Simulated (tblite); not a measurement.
# C2H6ClGeO2: the cost of one run

Computed with tblite 0.8.0 and PySCF 2.14.0; each step states its level. No surroundings beyond the atoms listed, unless a continuum is named. Atoms count from 0, parts from 1.

## (1) The system as given

12 atoms, charge 0, multiplicity 2; geometry: distance geometry start.

## (2) Relaxing the cluster with GFN1-xTB

Job settings and geometry (Å):

```
{"job": {"kind": "relax", "xc": "GFN1-xTB", "basis": "xTB"}, "charge": 0, "multiplicity": 2}
C     -0.488288    -0.288301    -0.898222
C     -1.250197    -0.115785     0.382588
O      0.493319     0.669343    -1.042965
Ge     1.621239     0.486637     0.342831
Cl    -1.637131    -0.303688    -2.239972
O      0.116257    -1.551545    -0.915099
H     -1.354187     1.001733     0.610681
H     -0.779786    -0.638836     1.205876
H     -2.304075    -0.500646     0.172812
H      0.728580     0.618786     1.630114
H      2.682261     1.588442     0.398110
H      2.214666    -0.940196     0.370079
```

Level: GFN1-xTB geometry optimisation, gas phase.

The run is started by

```bash
> OMP_NUM_THREADS=1 python cluster_run.py task.json out
```

One launch serves the whole session: the jobs run in the order shown.

Q: Estimate the wall time of this first job on 1 thread of Arm Neoverse V2, shared host.

About 8.7 s.
